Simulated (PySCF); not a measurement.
# OsCl6−: ligand-field states

What do calculations give for the ligand-field states of OsCl6−?

Computed with PySCF 2.14.0 and routines of our own; the level stands in each step. Atoms count from 0.

### 1 The starting structure

7 atoms, charge -1, states of the metal's open shell are computed; geometry from: model geometry, bond lengths from ionic radii.

### 2 Ligand-field states: state-averaged CASSCF in water

The job: settings as JSON, then the geometry in Å.

```
{"job": {"kind": "lf", "basis": {"metal": "x2c-TZVPall", "ligand": "x2c-SVPall"}, "nevpt": true, "solvent": "water"}, "charge": -1, "metal": "Os", "open_shell": "d3"}
Os     0.000000     0.000000     0.000000
Cl     0.000000     0.000000     2.285000
Cl     0.000000     0.000000    -2.285000
Cl     2.285000     0.000000     0.000000
Cl    -2.285000     0.000000     0.000000
Cl     0.000000     2.285000     0.000000
Cl    -0.000000    -2.285000     0.000000
```

Method: state-averaged CASSCF of the metal d shell, SC-NEVPT2 on the averaged canonical orbitals, state-interaction spin-orbit coupling.

Launch:

```bash
> OMP_NUM_THREADS=1 python lf_run.py task.json out
```

The driver reads the jobs from task.json and runs them one after another.

The log of the run, shortened:

```text
basis functions 189, electrons 179, active (3e, 5o)
stage 1: DIIS on the effective Fock matrix, level shift 0.30
cycle   1  E = -20014.2086613117  dE = -2.001e+04  max|g| = 1.476e+00
cycle   2  E = -20014.5875768223  dE = -3.789e-01  max|g| = 9.685e-01
cycle   3  E = -20016.7689821151  dE = -2.181e+00  max|g| = 4.445e-01
cycle   4  E = -20016.9592817695  dE = -1.903e-01  max|g| = 2.300e-01
cycle   5  E = -20017.0033871651  dE = -4.411e-02  max|g| = 7.250e-02
cycle   6  E = -20017.0079800039  dE = -4.593e-03  max|g| = 1.315e-02
cycle   7  E = -20017.0083998155  dE = -4.198e-04  max|g| = 1.162e-02
cycle   8  E = -20017.0085980128  dE = -1.982e-04  max|g| = 4.266e-03
cycle   9  E = -20017.0086360167  dE = -3.800e-05  max|g| = 3.733e-03
cycle  10  E = -20017.0086518842  dE = -1.587e-05  max|g| = 2.435e-03
[... 12 cycles left out ...]
cycle  23  E = -20017.0086617088  dE = -4.678e-09  max|g| = 8.605e-05
cycle  24  E = -20017.0086617116  dE = -2.830e-09  max|g| = 6.720e-05
cycle  25  E = -20017.0086617134  dE = -1.786e-09  max|g| = 5.181e-05
cycle  26  E = -20017.0086617144  dE = -1.051e-09  max|g| = 4.003e-05
cycle  27  E = -20017.0086617151  dE = -6.221e-10  max|g| = 3.109e-05
cycle  28  E = -20017.0086617154  dE = -3.856e-10  max|g| = 2.424e-05
cycle  29  E = -20017.0086617157  dE = -2.110e-10  max|g| = 1.902e-05
cycle  30  E = -20017.0086617158  dE = -1.346e-10  max|g| = 1.494e-05
cycle  31  E = -20017.0086617159  dE = -8.004e-11  max|g| = 1.172e-05
cycle  32  E = -20017.0086617159  dE = -4.366e-11  max|g| = 9.229e-06
converged average energy = -20017.0086617159

 mult deg   label        CASSCF/cm-1   NEVPT2/cm-1
   4   1   4A2g                0.0           0.0
   2   2   2Eg             10760.1        9879.5
   2   3   2T1g            11714.3       10311.9
   2   3   2T2g            18243.4       15813.7
   4   3   4T2g            34627.8       36450.9
   4   3   4T1g            40866.4       40574.2
   2   3   2T2g            43278.8       43450.5
   2   1   2A1g            42910.9       43853.7
   2   3   2T1g            44596.9       44870.9
   2   2   2Eg             46208.5       46085.4
   2   3   2T1g            47988.1       46578.1
   2   3   2T2g            51425.3       49197.4
   2   1   2A2g            54308.9       50860.4
   2   2   2Eg             62101.4       56882.5
   4   3   4T1g            70901.4       72297.3
   2   3   2T2g            79048.3       78084.3
   2   3   2T1g            78000.3       78095.3
   2   3   2T1g            82566.4       80050.8
   2   3   2T2g            93744.5       86667.7
   2   2   2Eg            115796.1      111908.4

spin-orbit levels / cm-1
      0.00  x4  4A2g 0.92 2T2g 0.05
   9142.99  x4  2Eg 0.39 2T1g 0.39 2T2g 0.16
  10506.13  x4  2Eg 0.51 2T1g 0.47
  11206.22  x2  2T1g 0.98
  17080.07  x2  2T2g 0.97
  18728.23  x4  2T2g 0.75 2T1g 0.12 2Eg 0.07
  35941.04  x2  4T2g 0.94
  36373.85  x4  4T2g 0.83 4T1g 0.09
  36959.93  x4  4T2g 0.75 4T1g 0.17 2Eg 0.03
  37795.99  x2  4T2g 0.78 4T1g 0.14 2T1g 0.06
  40095.49  x2  4T1g 0.65 2A1g 0.17 4T2g 0.12
  41047.87  x4  4T1g 0.61 2T2g 0.14 2T1g 0.11
  41556.48  x2  4T1g 0.60 2T2g 0.31 2T2g 0.06
  42748.16  x4  4T1g 0.77 4T2g 0.15 2Eg 0.04
  44149.25  x2  2T1g 0.60 2A1g 0.13 2T1g 0.11
  44223.04  x4  2T2g 0.53 4T1g 0.21 2Eg 0.09
  44436.90  x2  2T2g 0.59 4T1g 0.34
  46517.43  x2  2A1g 0.62 2T1g 0.23 4T1g 0.14
  47078.75  x4  2T1g 0.84 4T1g 0.06 2T1g 0.03
  48239.90  x4  2Eg 0.49 2T1g 0.42
```

Run time: 40 s. Hardware: 1 thread of Intel Xeon 6975P-C, shared host; peak memory 0.6 GiB.

Warnings kept with the result: an active orbital is not mainly the metal shell.

An active orbital is only 58 % metal, under the run's own bar for a metal shell, so levels, ζ, ground spin and magnetism of this run may not be those of the metal's shell and are not read here.

### 3 Ligand-field states: state-averaged CASSCF (axial bond length × 0.9) in water

The job: settings as JSON, then the geometry in Å.

```
{"job": {"kind": "lf", "basis": {"metal": "x2c-TZVPall", "ligand": "x2c-SVPall"}, "nevpt": true, "solvent": "water", "reuse": true}, "charge": -1, "metal": "Os", "open_shell": "d3"}
Os     0.000000     0.000000     0.000000
Cl     0.000000     0.000000     2.056500
Cl     0.000000     0.000000    -2.056500
Cl     2.285000     0.000000     0.000000
Cl    -2.285000     0.000000     0.000000
Cl     0.000000     2.285000     0.000000
Cl    -0.000000    -2.285000     0.000000
```

With the program's defaults for keys left out, this is: state-averaged CASSCF of the metal d shell, SC-NEVPT2 on the averaged canonical orbitals, state-interaction spin-orbit coupling.

The log of the run:

```text
basis functions 189, electrons 179, active (3e, 5o)
start from the orbitals of the previous structure
stage 1: DIIS on the effective Fock matrix, level shift 0.30
cycle   1  E = -20012.0505422425  dE = -2.001e+04  max|g| = 7.284e+01
cycle   2  E = -20015.9765578123  dE = -3.926e+00  max|g| = 5.282e-01
cycle   3  E = -20016.6686154955  dE = -6.921e-01  max|g| = 4.952e-01
cycle   4  E = -20016.2936984959  dE =  3.749e-01  max|g| = 9.332e-02
cycle   5  E = -20016.2995337322  dE = -5.835e-03  max|g| = 7.979e-02
cycle   6  E = -20016.3050436578  dE = -5.510e-03  max|g| = 4.987e-02
cycle   7  E = -20016.3068236178  dE = -1.780e-03  max|g| = 2.984e-02
cycle   8  E = -20016.3072302152  dE = -4.066e-04  max|g| = 2.017e-02
cycle   9  E = -20016.3073602723  dE = -1.301e-04  max|g| = 1.305e-02
cycle  10  E = -20016.3074159851  dE = -5.571e-05  max|g| = 8.239e-03
...
cycle  37  E = -20016.8624901072  dE = -9.879e-02  max|g| = 1.849e-01
cycle  39  E = -20016.9142380799  dE = -5.175e-02  max|g| = 9.699e-02
cycle  40  E = -20016.9271933244  dE = -1.296e-02  max|g| = 2.418e-02
cycle  41  E = -20016.9281817789  dE = -9.885e-04  max|g| = 8.295e-03
cycle  42  E = -20016.9282230700  dE = -4.129e-05  max|g| = 9.014e-03
cycle  43  E = -20016.9283267030  dE = -1.036e-04  max|g| = 9.622e-04
cycle  44  E = -20016.9283294769  dE = -2.774e-06  max|g| = 5.061e-04
cycle  45  E = -20016.9283298331  dE = -3.561e-07  max|g| = 9.738e-05
cycle  46  E = -20016.9283298915  dE = -5.845e-08  max|g| = 4.594e-05
cycle  47  E = -20016.9283299003  dE = -8.818e-09  max|g| = 2.014e-05
cycle  48  E = -20016.9283299021  dE = -1.739e-09  max|g| = 8.635e-06
converged average energy = -20016.9283299021

 mult deg   label        CASSCF/cm-1   NEVPT2/cm-1
   4   1   4B1g                0.0           0.0
   2   2   2Eg             10021.4        7524.0
   2   1   2A1g             9986.2        8851.4
   2   1   2B1g             9980.6        8968.8
   2   1   2A2g            10386.9        9081.2
   2   1   2B2g            16516.4       13911.2
   2   2   2Eg             20030.3       17217.0
   4   2   4Eg             34792.4       34888.2
   4   1   4B2g            34450.8       36203.8
   2   2   2Eg             41643.4       40797.7
   2   1   2B2g            42639.4       42633.2
   2   2   2Eg             44767.5       43142.0
   4   2   4Eg             44384.1       43345.9
   2   1   2A1g            43391.0       43770.6
   2   1   2B1g            46027.1       43899.9
   2   1   2A2g            44071.0       44040.9
   2   1   2A1g            51192.4       48134.4
   2   2   2Eg             51394.5       49328.0
   4   1   4A2g            52640.6       49987.5
   2   1   2B1g            55408.6       50122.3
   2   2   2Eg             55350.7       52090.8
   2   1   2A2g            58308.7       54606.2
   2   1   2B2g            61997.7       57256.9
   2   1   2B1g            63668.6       58118.6
   2   1   2A1g            70592.5       63264.1
   4   1   4A2g            75700.6       75006.7
   2   2   2Eg             77385.6       76271.0
   4   2   4Eg             77935.8       77816.3
   2   1   2B2g            83472.6       78854.8
   2   1   2A2g            83308.4       81220.3
   2   2   2Eg             84653.4       83174.3
   2   1   2A2g            89347.8       84121.4
   2   2   2Eg             90347.3       86168.7
   2   1   2B2g            97039.0       90844.0
   2   2   2Eg            107187.8       97802.5
   2   1   2A1g           120788.7      116457.0
   2   1   2B1g           129456.7      123769.0

spin-orbit levels / cm-1
      0.00  x2  4B1g 0.88 2Eg 0.06 2Eg 0.03
    172.78  x2  4B1g 0.93 2B2g 0.04
   6564.50  x2  2Eg 0.67 2A2g 0.11 2A1g 0.10
   8646.65  x2  2Eg 0.69 2B2g 0.14 2B1g 0.10
   9100.65  x2  2B1g 0.78 2Eg 0.18
   9568.38  x2  2A1g 0.76 2A2g 0.19
  10161.21  x2  2A2g 0.64 2Eg 0.22 2A1g 0.08
  16462.65  x2  2B2g 0.70 2Eg 0.11 2B1g 0.09
  17667.78  x2  2Eg 0.88 2B2g 0.08
  20400.64  x2  2Eg 0.88 2A2g 0.04 2A1g 0.04
  34386.12  x2  4Eg 0.94
  34856.06  x2  4Eg 0.72 4B2g 0.20
  34935.98  x2  4Eg 0.53 4B2g 0.41
  36860.35  x2  4Eg 0.86 2B2g 0.05 4B2g 0.03
  37467.70  x2  4B2g 0.56 2Eg 0.22 4Eg 0.17
  38573.70  x2  4B2g 0.43 4Eg 0.43 2B1g 0.04
  41033.34  x2  2Eg 0.65 4B2g 0.18 4Eg 0.06
  41715.83  x2  2B2g 0.31 2Eg 0.27 2Eg 0.18
  42903.20  x2  4Eg 0.89
  43620.28  x2  2Eg 0.69 2B2g 0.09 2Eg 0.09
  43652.26  x2  4Eg 0.73 2B2g 0.09 2B1g 0.04
  43711.89  x2  4Eg 0.56 2Eg 0.21 4A2g 0.06
  44816.31  x2  4Eg 0.42 2Eg 0.27 2A1g 0.10
  45535.40  x2  2Eg 0.51 2B1g 0.17 2B2g 0.14
  45640.11  x2  4Eg 0.33 2A1g 0.31 2Eg 0.24
  46017.21  x2  2A2g 0.75 2Eg 0.13 2Eg 0.05
  46237.48  x2  2A1g 0.47 4Eg 0.26 2Eg 0.10
  46562.00  x2  2B1g 0.61 2B2g 0.28 2Eg 0.04
  49238.91  x2  2Eg 0.39 2A1g 0.35 4Eg 0.20
  49453.52  x2  2Eg 0.33 2Eg 0.33 4A2g 0.28
```

It took 48 s on 1 thread of Intel Xeon 6975P-C, shared host; peak memory 0.6 GiB.

Warnings kept with the result: an active orbital is not mainly the metal shell.

An active orbital is only 55 % metal, under the run's own bar for a metal shell, so levels, ζ, ground spin and magnetism of this run may not be those of the metal's shell and are not read here.

### 4 Ligand-field states: state-averaged CASSCF (axial bond length × 0.95) in water

The job, as its differences from that of step 3:

```diff
@@ -2,4 +2,4 @@
 Os     0.000000     0.000000     0.000000
-Cl     0.000000     0.000000     2.056500
-Cl     0.000000     0.000000    -2.056500
+Cl     0.000000     0.000000     2.170700
+Cl     0.000000     0.000000    -2.170700
 Cl     2.285000     0.000000     0.000000
```

Level: state-averaged CASSCF of the metal d shell, SC-NEVPT2 on the averaged canonical orbitals, state-interaction spin-orbit coupling.

The log of the run:

```text
basis functions 189, electrons 179, active (3e, 5o)
start from the orbitals of the previous structure
stage 1: DIIS on the effective Fock matrix, level shift 0.30
cycle   1  E = -20015.1236287823  dE = -2.002e+04  max|g| = 4.178e+01
cycle   2  E = -20016.9306567978  dE = -1.807e+00  max|g| = 3.263e-01
cycle   3  E = -20016.9753115351  dE = -4.465e-02  max|g| = 6.863e-02
cycle   4  E = -20016.9800002732  dE = -4.689e-03  max|g| = 2.042e-02
cycle   5  E = -20016.9805255030  dE = -5.252e-04  max|g| = 1.880e-02
cycle   6  E = -20016.9809750344  dE = -4.495e-04  max|g| = 8.121e-03
cycle   7  E = -20016.9810944448  dE = -1.194e-04  max|g| = 3.559e-03
cycle   8  E = -20016.9811193309  dE = -2.489e-05  max|g| = 2.403e-03
cycle   9  E = -20016.9811292643  dE = -9.933e-06  max|g| = 1.070e-03
cycle  10  E = -20016.9811318014  dE = -2.537e-06  max|g| = 8.880e-04
cycle  11  E = -20016.9811331712  dE = -1.370e-06  max|g| = 5.655e-04
cycle  12  E = -20016.9811334931  dE = -3.218e-07  max|g| = 5.273e-04
cycle  13  E = -20016.9811335392  dE = -4.615e-08  max|g| = 5.391e-04
cycle  14  E = -20016.9811335971  dE = -5.789e-08  max|g| = 5.228e-04
cycle  15  E = -20016.9811336918  dE = -9.474e-08  max|g| = 4.818e-04
cycle  16  E = -20016.9811335737  dE =  1.182e-07  max|g| = 5.369e-04
cycle  17  E = -20016.9811334292  dE =  1.445e-07  max|g| = 5.341e-04
cycle  18  E = -20016.9811331971  dE =  2.322e-07  max|g| = 6.802e-04
cycle  19  E = -20016.9811328968  dE =  3.003e-07  max|g| = 7.745e-04
cycle  20  E = -20016.9811323612  dE =  5.356e-07  max|g| = 9.214e-04
cycle  21  E = -20016.9811316118  dE =  7.494e-07  max|g| = 1.093e-03
cycle  22  E = -20016.9811305645  dE =  1.047e-06  max|g| = 1.295e-03
cycle  23  E = -20016.9811290257  dE =  1.539e-06  max|g| = 1.543e-03
cycle  24  E = -20016.9811268565  dE =  2.169e-06  max|g| = 1.838e-03
cycle  25  E = -20016.9811236625  dE =  3.194e-06  max|g| = 2.204e-03
cycle  26  E = -20016.9811190232  dE =  4.639e-06  max|g| = 2.644e-03
stage 2: quasi-Newton rotations from the point of smallest gradient
cycle  28  E = -20016.9811340764  dE = -3.845e-07  max|g| = 1.678e-04
cycle  29  E = -20016.9811341793  dE = -1.029e-07  max|g| = 1.851e-04
cycle  30  E = -20016.9811341997  dE = -2.041e-08  max|g| = 1.036e-04
cycle  31  E = -20016.9811342174  dE = -1.770e-08  max|g| = 1.516e-05
cycle  32  E = -20016.9811342177  dE = -3.092e-10  max|g| = 3.993e-06
converged average energy = -20016.9811342177

 mult deg   label        CASSCF/cm-1   NEVPT2/cm-1
   4   1   4B1g                0.0           0.0
   2   1   2A1g            10460.6        9474.7
   2   1   2B1g            10465.1        9538.4
   2   2   2Eg             11447.6        9662.9
   2   1   2A2g            11092.5        9786.2
   2   1   2B2g            17477.5       14996.5
   2   2   2Eg             18501.7       15909.2
   4   1   4B2g            34567.9       36354.1
   4   2   4Eg             36254.7       37119.8
   4   2   4Eg             41976.7       41518.5
   2   1   2B2g            43102.4       43174.7
   2   2   2Eg             43814.2       43328.1
   2   1   2A1g            43679.0       44263.2
   2   1   2A2g            44575.6       44703.2
   4   1   4A2g            46815.4       45512.9
   2   2   2Eg             46605.3       45809.7
   2   1   2B1g            47007.4       46188.0
   2   2   2Eg             49057.9       47534.0
   2   1   2A1g            48864.1       47704.0
   2   2   2Eg             52744.7       50315.7
   2   1   2A2g            53146.0       50782.0
   2   1   2B1g            56297.8       52149.6
   2   1   2B2g            56804.8       53524.0
   2   1   2B1g            61523.3       56080.4
   2   1   2A1g            66474.0       60409.9
   4   1   4A2g            73957.0       74562.0
   4   2   4Eg             74867.3       75616.0
   2   2   2Eg             79391.4       78260.9
   2   1   2A2g            81315.1       80566.8
   2   2   2Eg             81998.4       81283.6
   2   1   2B2g            84103.9       81813.5
   2   1   2A2g            86591.8       82979.2
   2   2   2Eg             86604.4       83530.3
   2   1   2B2g            93970.2       87305.2
   2   2   2Eg            100479.0       92559.7
   2   1   2A1g           119002.3      115070.9
   2   1   2B1g           123226.0      118777.2

spin-orbit levels / cm-1
      0.00  x2  4B1g 0.92 2Eg 0.05
     35.02  x2  4B1g 0.93 2B2g 0.04
   8339.67  x2  2Eg 0.38 2A1g 0.24 2A2g 0.22
   9100.33  x2  2B1g 0.52 2Eg 0.25 2B2g 0.12
  10082.99  x2  2A1g 0.65 2A2g 0.24 2Eg 0.09
  10166.04  x2  2Eg 0.58 2B1g 0.38
  10773.84  x2  2Eg 0.48 2A2g 0.46
  16863.89  x2  2Eg 0.72 2B2g 0.25
  17762.46  x2  2B2g 0.55 2Eg 0.17 2Eg 0.15
  19057.79  x2  2Eg 0.82 2A2g 0.06 2A1g 0.06
  35963.48  x2  4B2g 0.66 4Eg 0.28
  36273.20  x2  4B2g 0.54 4Eg 0.37
  36691.85  x2  4Eg 0.86 4Eg 0.04
  38202.59  x2  4Eg 0.82 4Eg 0.10 2B2g 0.04
  38489.10  x2  4Eg 0.53 4B2g 0.32 2Eg 0.07
  38748.58  x2  4Eg 0.55 4Eg 0.18 4B2g 0.16
  41492.20  x2  4Eg 0.63 2B2g 0.16 2Eg 0.10
  41599.48  x2  4Eg 0.57 2Eg 0.12 4A2g 0.10
  42317.13  x2  4Eg 0.70 4Eg 0.14 4B2g 0.09
  42795.06  x2  4Eg 0.48 2Eg 0.22 2A1g 0.07
  43502.08  x2  2Eg 0.35 4Eg 0.34 4B2g 0.08
  43820.91  x2  2B2g 0.52 4Eg 0.20 4Eg 0.10
  44693.75  x2  2Eg 0.53 4A2g 0.18 2Eg 0.11
  46138.81  x2  2A1g 0.35 4Eg 0.19 4A2g 0.14
  46493.17  x2  2A2g 0.45 2Eg 0.13 2A1g 0.13
  46790.33  x2  4A2g 0.45 2Eg 0.24 4Eg 0.06
  47019.03  x2  2Eg 0.44 2A2g 0.27 4Eg 0.15
  47475.51  x2  4A2g 0.58 2A1g 0.26 4Eg 0.04
  47735.17  x2  2Eg 0.71 2Eg 0.07 2B1g 0.05
  48631.63  x2  2B1g 0.68 2B2g 0.16 2Eg 0.04
```

Wall time 37 s (1 thread of Intel Xeon 6975P-C, shared host); peak memory 0.6 GiB.

Warnings kept with the result: an active orbital is not mainly the metal shell.

An active orbital is only 57 % metal, under the run's own bar for a metal shell, so levels, ζ, ground spin and magnetism of this run may not be those of the metal's shell and are not read here.

(Part 1 of 2 ends here.)
